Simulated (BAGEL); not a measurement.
# One shape, several levels: singlet AlSiH3OF+

We compute a comparison of 6 runs (HF/STO-3G, HF/def2-SVP, B3LYP/6-31G*, B3LYP/def2-SVP, PBE0/def2-SVP, RI-MP2/def2-SVP) of singlet AlSiH3OF+. 

Program for the calculation: BAGEL 1.2.2.

3 further runs of the same task are left out: 1 that didn't finish, 2 set aside as unsound or not needed.

## (1) The structure to begin with

AlSiH3OF+ has 7 atoms, charge +1, and is taken as a singlet. As SMILES of the parent species, `[F][Al][O][SiH3]`. The shape is that of a PBE0-D4/def2-TZVP optimisation. This is one conformer, not always the lowest. That shape belongs to the parent species and isn't relaxed for this state.

Bond lengths: F1–Al2 1.651 Å, Al2–O3 1.676 Å, O3–Si4 1.629 Å, Si4–H5 1.487 Å, Si4–H6 1.486 Å, Si4–H7 1.486 Å. Angles: F1–Al2–O3 120.1°, Al2–O3–Si4 175.4°, O3–Si4–H5 110.1°, O3–Si4–H6 109.7°, O3–Si4–H7 109.9°, H5–Si4–H6 108.9°, H5–Si4–H7 109.0°, H6–Si4–H7 109.2°.

## (2) The energy at HF/STO-3G (density fitting with qzvpp-jkfit) (run 1)

calc.json

```json
{ "bagel": [

{
  "title": "molecule",
  "basis": "sto-3g",
  "df_basis": "qzvpp-jkfit",
  "angstrom": true,
  "geometry": [
    { "atom": "F", "xyz": [       0.517800,      -2.976000,       1.402800 ] },
    { "atom": "Al", "xyz": [      -0.540600,      -2.112000,       0.475700 ] },
    { "atom": "O", "xyz": [      -0.204600,      -0.519200,       0.077900 ] },
    { "atom": "Si", "xyz": [       0.020500,       1.024900,      -0.391400 ] },
    { "atom": "H", "xyz": [      -0.686700,       1.276200,      -1.674800 ] },
    { "atom": "H", "xyz": [      -0.515400,       1.947200,       0.643300 ] },
    { "atom": "H", "xyz": [       1.470200,       1.290800,      -0.579100 ] }
  ]
},

{
  "title": "hf",
  "charge": 1
},

{
  "title": "print",
  "file": "orbitals.molden",
  "orbitals": true
}

]}
```

Launch:

```sh
$ BAGEL_NUM_THREADS=1 BAGEL calc.json > calc.out
```

What it wrote:

```text
* using 1 threads per process

  ===============================================================
  ===============================================================

  *** Geometry ***

  { "atom" : "F", "xyz" : [      0.978500,     -5.623825,      2.650908 ] },
  { "atom" : "Al", "xyz" : [     -1.021586,     -3.991102,      0.898943 ] },
  { "atom" : "O", "xyz" : [     -0.386638,     -0.981146,      0.147210 ] },
  { "atom" : "Si", "xyz" : [      0.038739,      1.936780,     -0.739639 ] },
  { "atom" : "H", "xyz" : [     -1.297675,      2.411668,     -3.164913 ] },
  { "atom" : "H", "xyz" : [     -0.973965,      3.679675,      1.215661 ] },
  { "atom" : "H", "xyz" : [      2.778275,      2.439258,     -1.094340 ] },

  Number of auxiliary basis functions:      464

  Since a DF basis is specified, we compute 2- and 3-index integrals:
    o Being stored without compression. Storage requirement is 0.004 GB

  Number of basis functions:       31
  Number of electrons      :       47

    * METHOD: MOLECULE                             0.13

  *** RHF ***

  === Nuclear Repulsion ===
   192.6858586958

      * DIIS with orbital gradients will be used.

  === RHF iteration (sto-3g) ===
      0       -697.98785377          0.01951306           0.02
      1       -698.10662442          0.00927571           0.02
      2       -698.12855667          0.00134153           0.02
      3       -698.12939742          0.00051279           0.02
      4       -698.12954703          0.00018297           0.02
      5       -698.12957857          0.00007048           0.02
      6       -698.12958502          0.00002196           0.02
      7       -698.12958563          0.00000919           0.02
      8       -698.12958573          0.00000317           0.02
      9       -698.12958574          0.00000141           0.02
     10       -698.12958574          0.00000052           0.02
     11       -698.12958574          0.00000017           0.02
     12       -698.12958574          0.00000007           0.02
     13       -698.12958574          0.00000003           0.02
     14       -698.12958574          0.00000001           0.02
     15       -698.12958574          0.00000001           0.02
    * SCF iteration converged.

    * Permanent dipole moment:
           (    1.617518,     1.843800,     0.245066) a.u.

    * METHOD: HF                                   0.33

    * METHOD: PRINT                                0.00

  ===============================================================
```

Wall time 0.62 s (1 thread of Arm Neoverse V2, shared host); peak memory 0.082 GiB.

## (3) A single-point energy at HF/def2-SVP (density fitting with qzvpp-jkfit) (run 2)

input.json

```json
{ "bagel" : [

{
  "title" : "molecule",
  "basis" : "svp",
  "df_basis" : "qzvpp-jkfit",
  "angstrom" : "true",
  "geometry" : [
    { "atom" : "F", "xyz" : [       0.517800,      -2.976000,       1.402800 ] },
    { "atom" : "Al", "xyz" : [      -0.540600,      -2.112000,       0.475700 ] },
    { "atom" : "O", "xyz" : [      -0.204600,      -0.519200,       0.077900 ] },
    { "atom" : "Si", "xyz" : [       0.020500,       1.024900,      -0.391400 ] },
    { "atom" : "H", "xyz" : [      -0.686700,       1.276200,      -1.674800 ] },
    { "atom" : "H", "xyz" : [      -0.515400,       1.947200,       0.643300 ] },
    { "atom" : "H", "xyz" : [       1.470200,       1.290800,      -0.579100 ] }
  ]
},

{ "title" : "hf", "charge" : 1 },

{ "title" : "print", "file" : "orbitals.molden", "orbitals" : "true" }

]}
```

Launch:

```sh
$ BAGEL_NUM_THREADS=1 BAGEL input.json > input.out
```

What it wrote:

```text
* using 1 threads per process

  ===============================================================
  ===============================================================

  *** Geometry ***

  { "atom" : "F", "xyz" : [      0.978500,     -5.623825,      2.650908 ] },
  { "atom" : "Al", "xyz" : [     -1.021586,     -3.991102,      0.898943 ] },
  { "atom" : "O", "xyz" : [     -0.386638,     -0.981146,      0.147210 ] },
  { "atom" : "Si", "xyz" : [      0.038739,      1.936780,     -0.739639 ] },
  { "atom" : "H", "xyz" : [     -1.297675,      2.411668,     -3.164913 ] },
  { "atom" : "H", "xyz" : [     -0.973965,      3.679675,      1.215661 ] },
  { "atom" : "H", "xyz" : [      2.778275,      2.439258,     -1.094340 ] },

  Number of auxiliary basis functions:      464

  Since a DF basis is specified, we compute 2- and 3-index integrals:
    o Being stored without compression. Storage requirement is 0.023 GB

  Number of basis functions:       79
  Number of electrons      :       47

    * METHOD: MOLECULE                             0.16

  *** RHF ***

  === Nuclear Repulsion ===
   192.6858586958

      * DIIS with orbital gradients will be used.

  === RHF iteration (svp) ===
      0       -706.14861718          0.02278828           0.05
      1       -706.28830243          0.01726273           0.05
      2       -706.41234727          0.00120514           0.05
      3       -706.41353976          0.00039682           0.05
      4       -706.41363818          0.00016047           0.05
      5       -706.41366144          0.00005214           0.05
      6       -706.41366621          0.00001846           0.05
      7       -706.41366689          0.00000555           0.05
      8       -706.41366695          0.00000202           0.05
      9       -706.41366696          0.00000116           0.05
     10       -706.41366696          0.00000037           0.05
     11       -706.41366696          0.00000010           0.05
     12       -706.41366696          0.00000004           0.05
     13       -706.41366696          0.00000002           0.05
     14       -706.41366696          0.00000001           0.05
    * SCF iteration converged.

    * Permanent dipole moment:
           (    2.206820,     2.175757,     0.454466) a.u.

    * METHOD: HF                                   0.86

    * METHOD: PRINT                                0.01

  ===============================================================
```

Run time: 1.2 s. Hardware: 1 thread of Arm Neoverse V2, shared host; peak memory 0.11 GiB.

Runs 3 to 4 aren't shown in full; the table further down has their settings and results.

## (4) A single-point energy at PBE0/def2-SVP (density fitting with qzvpp-jkfit) (run 5)

Changes to calc.json since step 2:

```diff
@@ -4,3 +4,3 @@
   "title": "molecule",
-  "basis": "sto-3g",
+  "basis": "svp",
   "df_basis": "qzvpp-jkfit",
@@ -18,12 +18,5 @@
 
-{
-  "title": "hf",
-  "charge": 1
-},
+{ "title": "ks", "xc_func": "pbe0", "charge": 1 },
 
-{
-  "title": "print",
-  "file": "orbitals.molden",
-  "orbitals": true
-}
+{ "title": "print", "file": "orbitals.molden", "orbitals": true }
```

Launch:

```sh
$ BAGEL_NUM_THREADS=1 BAGEL calc.json > calc.out
```

What it wrote:

```text
* using 1 threads per process

  ===============================================================
  ===============================================================

  *** Geometry ***

  { "atom" : "F", "xyz" : [      0.978500,     -5.623825,      2.650908 ] },
  { "atom" : "Al", "xyz" : [     -1.021586,     -3.991102,      0.898943 ] },
  { "atom" : "O", "xyz" : [     -0.386638,     -0.981146,      0.147210 ] },
  { "atom" : "Si", "xyz" : [      0.038739,      1.936780,     -0.739639 ] },
  { "atom" : "H", "xyz" : [     -1.297675,      2.411668,     -3.164913 ] },
  { "atom" : "H", "xyz" : [     -0.973965,      3.679675,      1.215661 ] },
  { "atom" : "H", "xyz" : [      2.778275,      2.439258,     -1.094340 ] },

  Number of auxiliary basis functions:      464

  Since a DF basis is specified, we compute 2- and 3-index integrals:
    o Being stored without compression. Storage requirement is 0.023 GB

  Number of basis functions:       79
  Number of electrons      :       47

    * METHOD: MOLECULE                             0.16

  *** Kohn-Sham DFT ***

    * Removing 10933 points whose weight is below 1.00e-10
    * Grid points: 93409

  === Nuclear Repulsion ===
   192.6858586958

       - DIIS with orbital gradients will be used.

  === KS iteration (pbe0 / svp) ===
      0       -682.99708087          0.11867376           0.28
      1       -640.31357069          0.12300825           0.25
      2       -593.03972873          0.20191477           0.25
      3       -691.60707557          0.09910116           0.25
      4       -700.34314473          0.08674478           0.25
      5       -705.41275773          0.05823633           0.25
      6       -703.58885675          0.05408179           0.25
      7       -680.13228293          0.13665666           0.25
      8       -707.51771485          0.02535497           0.25
      9       -706.62890161          0.05595710           0.26
     10       -707.80106716          0.01030755           0.26
     11       -707.83717137          0.00665968           0.25
     12       -707.85323619          0.00389639           0.25
     13       -707.86064610          0.00061077           0.25
     14       -707.86081726          0.00010504           0.25
     15       -707.86082451          0.00003291           0.26
     16       -707.86082532          0.00000939           0.27
     17       -707.86082538          0.00000489           0.25
     18       -707.86082540          0.00000197           0.25
     19       -707.86082540          0.00000037           0.26
     20       -707.86082540          0.00000009           0.25
     21       -707.86082540          0.00000002           0.26
     22       -707.86082540          0.00000002           0.26
     23       -707.86082540          0.00000000           0.25
    * SCF iteration converged.

    * Permanent dipole moment:
           (    1.801249,     1.745241,     0.400397) a.u.

    * METHOD: KS                                   6.45

    * METHOD: PRINT                                0.01

  ===============================================================
```

Run time: 6.9 s. Hardware: 1 thread of Arm Neoverse V2, shared host; peak memory 0.37 GiB.

## (5) The energy at RI-MP2/def2-SVP (density fitting with qzvpp-jkfit) (run 6)

Changes to input.json since step 3:

```diff
@@ -6,3 +6,3 @@
   "df_basis" : "qzvpp-jkfit",
-  "angstrom" : "true",
+  "angstrom" : true,
   "geometry" : [
@@ -20,3 +20,3 @@
 
-{ "title" : "print", "file" : "orbitals.molden", "orbitals" : "true" }
+{ "title" : "mp2", "charge" : 1, "ncore" : 12 }
```

Launch:

```sh
$ BAGEL_NUM_THREADS=1 BAGEL input.json > input.out
```

What it wrote:

```text
* using 1 threads per process

  ===============================================================
  ===============================================================

  *** Geometry ***

  { "atom" : "F", "xyz" : [      0.978500,     -5.623825,      2.650908 ] },
  { "atom" : "Al", "xyz" : [     -1.021586,     -3.991102,      0.898943 ] },
  { "atom" : "O", "xyz" : [     -0.386638,     -0.981146,      0.147210 ] },
  { "atom" : "Si", "xyz" : [      0.038739,      1.936780,     -0.739639 ] },
  { "atom" : "H", "xyz" : [     -1.297675,      2.411668,     -3.164913 ] },
  { "atom" : "H", "xyz" : [     -0.973965,      3.679675,      1.215661 ] },
  { "atom" : "H", "xyz" : [      2.778275,      2.439258,     -1.094340 ] },

  Number of auxiliary basis functions:      464

  Since a DF basis is specified, we compute 2- and 3-index integrals:
    o Being stored without compression. Storage requirement is 0.023 GB

  Number of basis functions:       79
  Number of electrons      :       47

    * METHOD: MOLECULE                             0.16

  *** RHF ***

  === Nuclear Repulsion ===
   192.6858586958

      * DIIS with orbital gradients will be used.

  === RHF iteration (svp) ===
      0       -706.14861718          0.02278828           0.05
      1       -706.28830243          0.01726273           0.05
      2       -706.41234727          0.00120514           0.05
      3       -706.41353976          0.00039682           0.05
      4       -706.41363818          0.00016047           0.05
      5       -706.41366144          0.00005214           0.05
      6       -706.41366621          0.00001846           0.05
      7       -706.41366689          0.00000555           0.05
      8       -706.41366695          0.00000202           0.05
      9       -706.41366696          0.00000116           0.05
     10       -706.41366696          0.00000037           0.05
     11       -706.41366696          0.00000010           0.05
     12       -706.41366696          0.00000004           0.05
     13       -706.41366696          0.00000002           0.05
     14       -706.41366696          0.00000001           0.05
    * SCF iteration converged.

    * Permanent dipole moment:
           (    2.206820,     2.175757,     0.454466) a.u.

    * METHOD: HF                                   0.87

  *** RHF ***

  === Nuclear Repulsion ===
   192.6858586958

      * DIIS with orbital gradients will be used.

  === RHF iteration (svp) ===
      0       -706.41366696          0.00000000           0.05
    * SCF iteration converged.

    * Permanent dipole moment:
           (    2.206820,     2.175757,     0.454466) a.u.

  === DF-MP2 calculation ===

    * freezing 12 orbitals
    * 3-index integral transformation done
    * assembly done

      MP2 correlation energy:   -0.5157465527      0.02

      MP2 total energy:       -706.9294135114

    * METHOD: MP2                                  0.13

  ===============================================================
```

Run time: 1.3 s. Hardware: 1 thread of Arm Neoverse V2, shared host; peak memory 0.11 GiB.

## (6) Overview of the runs

```tsv
run	level	frozen core orbitals	energy (Eh)	HOMO energy (eV)	LUMO energy (eV)	HOMO–LUMO gap (eV)	wall time
1	HF/STO-3G (density fitting with qzvpp-jkfit)	–	-698.129586	-14.26	-3.33	10.93	0.62 s
2	HF/def2-SVP (density fitting with qzvpp-jkfit)	–	-706.413667	-16.48	-8.16	8.32	1.2 s
3	B3LYP/6-31G* (density fitting with qzvpp-jkfit, spherical functions)	–	-708.585048	-13.23	-11.17	2.05	6 s
4	B3LYP/def2-SVP (density fitting with qzvpp-jkfit)	–	-708.321105	-13.21	-11.18	2.03	6.6 s
5	PBE0/def2-SVP (density fitting with qzvpp-jkfit)	–	-707.860825	-13.37	-10.87	2.49	6.9 s
6	RI-MP2/def2-SVP (density fitting with qzvpp-jkfit)	12	-706.929414	–	–	–	1.3 s
```

## (7) Summary of results

```
                                           quantity          value
                                run 6: total energy  -706.92941 Eh
run 6: correlation energy (12 core orbitals frozen)     -515.7 mEh
```

**Reading.** Over runs 1, 2, 3, 4, 5 the HOMO–LUMO gap runs from 2.03 eV (B3LYP/def2-SVP) to 10.93 eV (HF/STO-3G). The two ends differ in method and basis. Totals of different functionals can't be ranked against each other. In run 1 the basis is minimal, so the values are rough. All runs together took 23 s, the longest 6.9 s.
